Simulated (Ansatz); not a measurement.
# C8H16: basis-set convergence

Aim: see how fast density functionals converge with the basis set for C8H16.

Program: Ansatz 0.2.0, Gaussian basis. Level of theory: one geometry, several basis sets. These are calculated values, not measurements.

Plan: PBE0-D4/def2-SVP; ωB97M-V/def2-SVP; PBE0-D4/def2-QZVPP; ωB97M-V/def2-QZVPP; the functionals' def2-TZVPP values are taken from earlier runs.

**1. Structure used throughout**

The geometry comes from an earlier relaxation with PBE0-D4 in a triple-zeta def2 set; it is a stationary point, not always the lowest conformer.

SMILES `C[C@H]1CC[C@@H](C)CC1`, 24 atoms, charge 0, spin multiplicity 1.

Atoms are counted from 1 here; the program's logs count them from 0.

Bond lengths: C1–C2 1.518 Å, C1–H9 1.095 Å, C1–H10 1.093 Å, C1–H11 1.093 Å, C2–C3 1.525 Å, C2–C8 1.525 Å, C2–H12 1.100 Å, C3–C4 1.523 Å, C3–H13 1.097 Å, C3–H14 1.095 Å, C4–C5 1.529 Å, C4–H15 1.095 Å, C4–H16 1.097 Å, C5–C6 1.524 Å, C5–C7 1.529 Å, C5–H17 1.097 Å, C6–H18 1.093 Å, C6–H19 1.092 Å and more. Angles: C2–C1–H9 110.7°, C2–C1–H10 111.4°, C2–C1–H11 111.4°, H9–C1–H10 107.6°, H9–C1–H11 107.6°, H10–C1–H11 107.9°, C1–C2–C3 111.6°, C1–C2–C8 111.6°, C1–C2–H12 108.3°, C3–C2–C8 110.1°, C3–C2–H12 107.5°, C8–C2–H12 107.5°, C2–C3–C4 112.0°, C2–C3–H13 108.8°, C2–C3–H14 109.8°, C4–C3–H13 110.2°, C4–C3–H14 109.9°, H13–C3–H14 106.0° and more.

**2. PBE0-D4 in def2-SVP**

Contents of in.yaml:

```yaml
crystal:
  periodic: [false, false, false]
  atoms:
    - {symbol: C, position_ang: [1.008895, -2.520696, -0.238235]}
    - {symbol: C, position_ang: [0.761054, -1.127879, 0.312588]}
    - {symbol: C, position_ang: [1.182591, -0.048364, -0.678196]}
    - {symbol: C, position_ang: [0.922329, 1.352343, -0.140664]}
    - {symbol: C, position_ang: [-0.534513, 1.565845, 0.272818]}
    - {symbol: C, position_ang: [-1.466680, 1.661217, -0.928473]}
    - {symbol: C, position_ang: [-0.959189, 0.467925, 1.249118]}
    - {symbol: C, position_ang: [-0.697694, -0.932197, 0.710661]}
    - {symbol: H, position_ang: [0.418343, -2.688351, -1.144689]}
    - {symbol: H, position_ang: [2.061233, -2.666178, -0.496867]}
    - {symbol: H, position_ang: [0.730697, -3.291481, 0.485621]}
    - {symbol: H, position_ang: [1.371157, -1.001089, 1.219251]}
    - {symbol: H, position_ang: [0.638393, -0.199939, -1.618865]}
    - {symbol: H, position_ang: [2.244260, -0.162259, -0.921426]}
    - {symbol: H, position_ang: [1.212866, 2.103171, -0.882884]}
    - {symbol: H, position_ang: [1.563375, 1.516456, 0.734125]}
    - {symbol: H, position_ang: [-0.592651, 2.523580, 0.803584]}
    - {symbol: H, position_ang: [-2.494701, 1.852277, -0.609155]}
    - {symbol: H, position_ang: [-1.474204, 0.744467, -1.522045]}
    - {symbol: H, position_ang: [-1.165475, 2.477084, -1.590992]}
    - {symbol: H, position_ang: [-0.399675, 0.593697, 2.184134]}
    - {symbol: H, position_ang: [-2.017836, 0.584568, 1.503491]}
    - {symbol: H, position_ang: [-0.980792, -1.678200, 1.460733]}
    - {symbol: H, position_ang: [-1.331753, -1.126009, -0.163634]}
basis:
  gaussian: {orbitals: def2-SVP}
hamiltonian: {xc: pbe0, dispersion: d4}
output: {orbitals: {seedname: orbitals}}
```

Launch:

```sh
$ ansatz run in.yaml --threads 4 --pin off --events-out ev --progress --plain --max-ram 66560MiB --backend cpu
```

After this run come: ωB97M-V in def2-SVP; PBE0-D4 in def2-QZVPP; ωB97M-V in def2-QZVPP.

**Question.** What will the summary of the whole plan be? Wanted: PBE0-D4: double and triple zeta above quadruple; ωB97M-V: double and triple zeta above quadruple.

As calculated:

| quantity | value |
| --- | --- |
| PBE0-D4: double and triple zeta above quadruple | 9.49, 0.48 eV |
| ωB97M-V: double and triple zeta above quadruple | 10.07, 0.46 eV |

In words: PBE0-D4 gains 9.01 eV from double to triple zeta, then 0.48 eV more. Total energies overstate the basis error of differences, where much of it tends to cancel. The LUMO of ωB97M-V is positive and keeps falling with the basis (3.26 to 1.78 eV): an unbound level that the basis holds in place.
